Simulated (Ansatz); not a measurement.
**C₂H₆BNOS: a ladder of functionals and wavefunction methods**

An exercise on one series of results from a longer session: the logs are not shown, and one member is left open.

The runs use Ansatz 0.2.0, Gaussian basis; functionals in def2-TZVPP, the program's frozen cores in correlated methods.

The runs, in order: PBE-D4, r2SCAN-D4, PBE0-D4, B3LYP-D4, ωB97X-V, ωB97M-V, B2PLYP; CCSD(T)/def2-TZVPP; MP2/def2-QZVPP; extrapolation to the limit.

### Structure used throughout

The geometry comes from an earlier relaxation with PBE0-D4 in a triple-zeta def2 set; it is a stationary point, not always the lowest conformer.

SMILES `CNB(S)C=O`, 12 atoms, charge 0, spin multiplicity 1.

Atoms are counted from 1 here; the program's logs count them from 0.

Bond lengths: C1–N2 1.443 Å, C1–H7 1.090 Å, C1–H8 1.094 Å, C1–H9 1.094 Å, N2–B3 1.389 Å, N2–H10 1.009 Å, B3–S4 1.802 Å, B3–C5 1.599 Å, S4–H11 1.348 Å, C5–O6 1.207 Å, C5–H12 1.121 Å. Angles: N2–C1–H7 109.6°, N2–C1–H8 111.4°, N2–C1–H9 111.2°, H7–C1–H8 108.1°, H7–C1–H9 108.0°, H8–C1–H9 108.3°, C1–N2–B3 128.0°, C1–N2–H10 114.3°, B3–N2–H10 117.7°, N2–B3–S4 124.5°, N2–B3–C5 117.2°, S4–B3–C5 118.3°, B3–S4–H11 92.1°, B3–C5–O6 124.4°, B3–C5–H12 117.3°, O6–C5–H12 118.3°.

Coordinates:

```
C     1.1427   -1.6038   -0.0807
N     0.7776   -0.2170    0.0812
B    -0.4863    0.3507   -0.0126
S    -1.9938   -0.5673   -0.3737
C    -0.5962    1.9297    0.2169
O    -1.6261    2.5572    0.1624
H     0.2626   -2.1843   -0.3556
H     1.5487   -2.0208    0.8456
H     1.8898   -1.7274   -0.8697
H     1.5522    0.3941    0.2938
H    -2.7456    0.5501   -0.3164
H     0.3514    2.4837    0.4427
```

Set-up of the first run:

Input file in.yaml:

```yaml
crystal:
  periodic: [false, false, false]
  atoms:
    - {symbol: C, position_ang: [1.142669, -1.603752, -0.080695]}
    - {symbol: N, position_ang: [0.777647, -0.217026, 0.081221]}
    - {symbol: B, position_ang: [-0.486255, 0.350650, -0.012627]}
    - {symbol: S, position_ang: [-1.993841, -0.567318, -0.373670]}
    - {symbol: C, position_ang: [-0.596207, 1.929677, 0.216935]}
    - {symbol: O, position_ang: [-1.626055, 2.557239, 0.162435]}
    - {symbol: H, position_ang: [0.262588, -2.184327, -0.355562]}
    - {symbol: H, position_ang: [1.548713, -2.020773, 0.845620]}
    - {symbol: H, position_ang: [1.889778, -1.727415, -0.869684]}
    - {symbol: H, position_ang: [1.552169, 0.394137, 0.293770]}
    - {symbol: H, position_ang: [-2.745629, 0.550087, -0.316384]}
    - {symbol: H, position_ang: [0.351423, 2.483719, 0.442744]}
basis:
  gaussian: {orbitals: def2-TZVPP}
hamiltonian: {xc: pbe, dispersion: d4}
output: {forces: true, orbitals: {seedname: orbitals}}
```

Command:

```
$ ansatz run in.yaml --threads 4 --pin off --events-out ev --progress --plain --max-ram 10444MiB
```

Steps of the session up to this table: PBE-D4 (GGA); r2SCAN-D4 (meta-GGA); PBE0-D4 (hybrid); B3LYP-D4 (hybrid); ωB97X-V (range-separated); ωB97M-V (range-separated); B2PLYP (double hybrid); CCSD(T) in def2-TZVPP; MP2 in def2-QZVPP.

One table of the session follows, with a row left open; its other results are not shown here.

```
            method  atomisation energy (kcal/mol)
            PBE-D4                         1175.3
         r2SCAN-D4                         1143.0
           PBE0-D4                         1146.0
          B3LYP-D4                         1140.8
           ωB97X-V                         1141.1
           ωB97M-V                         1143.9
            B2PLYP                         1127.1
     HF/def2-TZVPP                          804.5
    MP2/def2-TZVPP                         1128.0
   CCSD/def2-TZVPP                         1081.7
CCSD(T)/def2-TZVPP                         1102.6
           MP2/CBS                         1159.0
       CCSD(T)/CBS                              ?
```

**Question.** Estimate the row for CCSD(T)/CBS.

**Answer.** atomisation energy (kcal/mol): 1133.6. In the column «atomisation energy (kcal/mol)» it lies between MP2/def2-TZVPP (1128.0) and B3LYP-D4 (1140.8).

Among the levels timed on like hardware and quicker than the yardstick, those that no quicker one beats, quickest first: PBE-D4 (2.6 s, +41.7 kcal/mol); PBE0-D4 (2.8 s, +12.4 kcal/mol); r2SCAN-D4 (3.7 s, +9.3 kcal/mol); B3LYP-D4 (4.3 s, +7.2 kcal/mol); B2PLYP (6 s, -6.6 kcal/mol).

B2PLYP carry no dispersion term (for B3LYP, D4 adds 10.0 kcal/mol).
